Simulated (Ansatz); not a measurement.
Task: a calculation of the elastic constants of CsLi2Br3, space group Immm, with Ansatz's Python interface. Give the script and its output. Level of theory: PBEsol, PAW, cutoff 558 eV, 6×6×6 k-points, fixed occupations.

```cif
data_structure
_symmetry_space_group_name_H-M 'P 1'
_symmetry_Int_Tables_number 1
_cell_length_a 7.5589
_cell_length_b 7.5589
_cell_length_c 7.5589
_cell_angle_alpha 144.064
_cell_angle_beta 136.155
_cell_angle_gamma 57.935
_cell_volume 174.08
loop_
_atom_site_label
_atom_site_type_symbol
_atom_site_fract_x
_atom_site_fract_y
_atom_site_fract_z
_atom_site_occupancy
Cs1 Cs 0.00000 0.50000 0.50000 1
Li1 Li 0.30866 0.80866 0.50000 1
Li2 Li 0.69134 0.19134 0.50000 1
Br1 Br 0.77909 0.77909 0.00000 1
Br2 Br 0.22091 0.22091 0.00000 1
Br3 Br 0.50000 0.00000 0.50000 1
```

`elastic_csli2br3.py`:
```python
'''Elastic constants of CsLi2Br3.'''

import ansatz as az
import numpy as np


def main() -> None:
    xtal = (
        az.Lattice.of((-2.33182417, 2.8221289, 6.61321017), (2.33182417, -2.8221289, 6.61321017), (2.33182417, 2.8221289, -6.61321017))
        .atom('Cs', (0.0, 0.5, 0.5))
        .atom('Li', (0.30865505, 0.80865505, 0.5))
        .atom('Li', (0.69134495, 0.19134495, 0.5))
        .atom('Br', (0.77909007, 0.77909007, 0.0))
        .atom('Br', (0.22090993, 0.22090993, 0.0))
        .atom('Br', (0.5, 0.0, 0.5))
    )

    model = xtal.calculation()
    model = model.functional('PBEsol')
    model = model.occupations('fixed')
    model = model.basis(41 * az.Ry)
    model = model.kpoints(6, 6, 6)
    result = model.elastic('clamped_ion').run()
    elastic = result.elastic

    print('C_ij (GPa), Voigt order xx yy zz yz xz xy')
    for row in elastic.c_gpa:
        print(' '.join(f'{value:8.1f}' for value in row))
    print('smallest eigenvalue of C:', round(elastic.stability.min_eigenvalue_gpa, 1), 'GPa; tensor positive definite:', elastic.stability.min_eigenvalue_gpa > 0)
    # averaged moduli need a positive definite tensor
    if elastic.stability.min_eigenvalue_gpa > 0:
        for name, value in elastic.moduli.to_plain().items():
            print(f'{name:14s} {value:9.3f}')
        S = np.linalg.inv(elastic.c_gpa)
        print('Young modulus along x, y, z (GPa):', np.round(1 / np.diag(S)[:3], 1))
        print('linear compressibility along x, y, z (1/TPa):', np.round(1000 * S[:3, :3].sum(axis=1), 2))


if __name__ == '__main__':
    main()
```

`python elastic_csli2br3.py` gives:
```text
C_ij (GPa), Voigt order xx yy zz yz xz xy
    31.6     16.7      8.6     -0.0     -0.0     -0.0
    16.6     25.6      5.9     -0.0     -0.0     -0.0
     8.8      6.3     33.3     -0.0     -0.0     -0.0
     0.0      0.0      0.0      7.0     -0.0      0.0
     0.0      0.0      0.0      0.0     10.1      0.0
     0.0      0.0     -0.0      0.0     -0.0     17.0
smallest eigenvalue of C: 7.0 GPa; tensor positive definite: True
k_voigt_gpa       17.043
k_reuss_gpa       16.652
k_hill_gpa        16.848
g_voigt_gpa       10.753
g_reuss_gpa        9.169
g_hill_gpa         9.961
youngs_gpa        24.963
poisson            0.253
Young modulus along x, y, z (GPa): [20.1 16.7 30.8]
linear compressibility along x, y, z (1/TPa): [11.71 26.42 21.92]
```

What to keep in mind:
- The Fermi level of a run with fixed occupations marks the highest occupied state on its mesh, not mid-gap.
- A positive definite tensor excludes instabilities under uniform strain alone; phonons elsewhere in the zone can still be imaginary.
- These are clamped-ion constants: where atoms have free coordinates under strain, the relaxed-ion ones can be far smaller or negative, so this tensor doesn't settle whether the crystal is stable.
- This cell is a computed structure, which may not be the phase found in nature.
- The constants belong to the cell that was strained; where it wasn't relaxed first it may be under stress.
- Hardware and time: 15 min on 1 thread of Arm Neoverse N1, with other jobs on the host, peak memory 0.87 GiB.

(A comment or docstring line of the script was reworded after the run, the code is as it ran.)
